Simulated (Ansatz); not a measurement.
# GaBNH+ (quartet): wave-function methods side by side, cc-pVDZ

How much of the correlation energy of GaBNH+ (quartet) does each wave-function method recover here?

Program: Ansatz 0.2.0, Gaussian basis. Level of theory: cc-pVDZ, core rule «outside noble gas», up to 16 orbitals frozen. These are calculated values, not measurements.

Plan: UHF; CCSD(T) on ROHF; CCSD(T) on UHF; BCCD(T) on ROHF; CISD as a restricted active space (open shells left free, so some higher excitations enter); CCSDT(Q) on ROHF; CCSDT(Q) on UHF.

24 further runs of the same task are left out: 2 for a known fault of the program, 12 that didn't finish, 10 set aside as unsound or not needed. Runs told in other sessions of the task aren't counted.

## Step 1: The system

The geometry is a PBE0/def2-TZVP stationary point (not a proven minimum) of the parent state, kept for this charge and spin. No spin-orbit coupling is included. The filled d shell of Ga may be among the frozen orbitals whatever the setting's name suggests.

4 atoms, charge 1, spin multiplicity 4.

Atoms are counted from 1 here; the program's logs count them from 0.

Bond lengths: B1–Ga2 1.954 Å, B1–H4 1.184 Å, Ga2–N3 1.793 Å. Angles: Ga2–B1–H4 151.4°, B1–Ga2–N3 171.5°.

## Step 2: UHF

The input, in.yaml:

```yaml
crystal:
  periodic: [false, false, false]
  atoms:
    - {symbol: B, position_ang: [0.000015, -0.190793, 1.147052]}
    - {symbol: Ga, position_ang: [0.000028, 0.004280, -0.797193]}
    - {symbol: N, position_ang: [0.000001, -0.082369, -2.588548]}
    - {symbol: H, position_ang: [-0.000044, 0.268883, 2.238689]}
basis:
  gaussian: {orbitals: cc-pVDZ}
total_charge: 1
magnetization: {spin_polarized: true, initial_magnetization: 3}
hamiltonian: {xc: hf}
output: {orbitals: {seedname: orbitals}}
```

Launch:

```console
$ ansatz run in.yaml --threads 1 --pin off --events-out ev --progress --plain --max-ram 2393MiB
```

The runs that follow: CCSD(T) on ROHF; CCSD(T) on UHF; BCCD(T) on ROHF; CISD as a restricted active space (open shells left free, so some higher excitations enter); CCSDT(Q) on ROHF; CCSDT(Q) on UHF.

Q: Predict the results of all the runs planned. Wanted: UCCSDT(Q) from the RHF energy; RMP2 from UCCSDT(Q); UMP2 from UCCSDT(Q); RCCSD from UCCSDT(Q); RCCSD(T) from UCCSDT(Q); UCCSD(T) from UCCSDT(Q); RCCSDT(Q) from UCCSDT(Q); T1 diagnostic.

**Answer**, as computed:

```
                         quantity                      value
    UCCSDT(Q) from the ROHF energy                 -6.4461 eV
              RMP2 from UCCSDT(Q)                +1283.7 meV
              UMP2 from UCCSDT(Q)                +1293.3 meV
             RCCSD from UCCSDT(Q)                 +213.4 meV
          RCCSD(T) from UCCSDT(Q)                  +55.4 meV
          UCCSD(T) from UCCSDT(Q)                  +52.9 meV
         RCCSDT(Q) from UCCSDT(Q)                   +3.6 meV
levels within 1 kcal/mol (43 meV)  RCCSDT, UCCSDT, RCCSDT(Q)
                    T1 diagnostic                      0.025
```

RCCSD(T) lands +55.4 meV from the yardstick (0.9 % of the correlation energy). These misses are within one basis, not against nature; the frozen cores of restricted and unrestricted runs differ, which can shift their rows.
